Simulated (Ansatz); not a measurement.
# C₃H₅AlCl₂: up Jacob's ladder to CCSD(T)

The task here is to estimate one member of a computed series from the others.

Program: Ansatz 0.2.0, Gaussian basis. Level of theory: functionals in def2-TZVPP, the program's frozen cores in correlated methods. These are calculated values, not measurements.

The runs, in order: LDA (SPW92), PBE-D4, revPBE-D4, BLYP-D4, r2SCAN-D4, B97M-V, PBE0-D4, B3LYP-D4, r2SCANh-D4, r2SCAN0-D4, HSE06-D4, BHLYP-D4, CAM-B3LYP-D4, LC-ωPBE, ωB97X-V, ωB97M-V, B2PLYP, PBE-QIDH; CCSD(T)/def2-SVP; CCSD(T)/def2-TZVPP; MP2/def2-QZVPP; extrapolation to the limit; RPA on PBE.

## The geometry

An earlier PBE0-D4 in a triple-zeta def2 set relaxation fixed the geometry.

SMILES `C=C[CH2][Al]([Cl])[Cl]`, 11 atoms, charge 0, spin multiplicity 1.

Atoms are counted from 1 here; the program's logs count them from 0.

Bond lengths: C1–C2 1.346 Å, C1–H7 1.086 Å, C1–H8 1.082 Å, C2–C3 1.486 Å, C2–H9 1.088 Å, C3–Al4 1.946 Å, C3–H10 1.090 Å, C3–H11 1.085 Å, Al4–Cl5 2.094 Å, Al4–Cl6 2.092 Å. Angles: C2–C1–H7 121.8°, C2–C1–H8 121.0°, H7–C1–H8 117.1°, C1–C2–C3 125.1°, C1–C2–H9 117.6°, C3–C2–H9 116.4°, C2–C3–Al4 83.1°, C2–C3–H10 113.9°, C2–C3–H11 114.2°, Al4–C3–H10 110.4°, Al4–C3–H11 120.4°, H10–C3–H11 112.0°, C3–Al4–Cl5 120.3°, C3–Al4–Cl6 121.5°, Cl5–Al4–Cl6 118.1°.

The first run:

Contents of in.yaml:

```yaml
crystal:
  periodic: [false, false, false]
  atoms:
    - {symbol: C, position_ang: [1.241128, -0.553350, -0.676559]}
    - {symbol: C, position_ang: [-0.037353, -0.875063, -0.407565]}
    - {symbol: C, position_ang: [-0.740009, -0.585738, 0.869424]}
    - {symbol: Al, position_ang: [-0.535915, 1.261364, 0.291180]}
    - {symbol: Cl, position_ang: [0.888830, 2.499700, 1.197412]}
    - {symbol: Cl, position_ang: [-1.800952, 2.102088, -1.148023]}
    - {symbol: H, position_ang: [1.920342, -0.208060, 0.097685]}
    - {symbol: H, position_ang: [1.649478, -0.677690, -1.671037]}
    - {symbol: H, position_ang: [-0.657182, -1.214827, -1.235181]}
    - {symbol: H, position_ang: [-0.136911, -0.773870, 1.757861]}
    - {symbol: H, position_ang: [-1.726158, -1.031455, 0.945403]}
basis:
  gaussian: {orbitals: def2-TZVPP}
hamiltonian: {xc: lda}
output: {orbitals: {seedname: orbitals}}
```

Started as:

```console
> ansatz run in.yaml --threads 4 --pin off --events-out ev --progress --plain --max-ram 10444MiB
```

Among the steps run: LDA; PBE-D4 (GGA); revPBE-D4 (GGA); BLYP-D4 (GGA); r2SCAN-D4 (meta-GGA); B97M-V (meta-GGA); B3LYP-D4 (hybrid); r2SCANh-D4 (hybrid); r2SCAN0-D4 (hybrid); HSE06-D4 (hybrid); BHLYP-D4 (hybrid); CAM-B3LYP-D4 (range-separated); LC-ωPBE (range-separated); ωB97X-V (range-separated); ωB97M-V (range-separated); B2PLYP (double hybrid); PBE-QIDH (double hybrid).

One of the session's tables, all rows but one given; the rest of the session is left out.

It belongs to the step «Frontier levels by functional». 

| functional | HOMO (eV) | gap (eV) |
| --- | --- | --- |
| LDA (SPW92) | -6.44 | 4.18 |
| PBE-D4 | -6.27 | 4.25 |
| revPBE-D4 | -6.20 | 4.29 |
| BLYP-D4 | -6.10 | 4.24 |
| r2SCAN-D4 | -6.47 | 4.68 |
| B97M-V | -6.48 | 4.75 |
| PBE0-D4 | -7.34 | 6.24 |
| B3LYP-D4 | -7.13 | 5.82 |
| r2SCANh-D4 | -6.87 | 5.41 |
| r2SCAN0-D4 | -7.48 | 6.50 |
| HSE06-D4 | ? | ? |
| BHLYP-D4 | -8.28 | 8.17 |
| CAM-B3LYP-D4 | -8.60 | 8.57 |
| LC-ωPBE | -9.93 | 11.01 |
| ωB97X-V | -9.57 | 10.56 |
| ωB97M-V | -9.44 | 10.25 |

**Question.** Estimate the row for HSE06-D4.

**Answer.** HOMO (eV): -6.95; gap (eV): 5.46. In the column «HOMO (eV)» it lies between B3LYP-D4 (-7.13) and r2SCANh-D4 (-6.87).
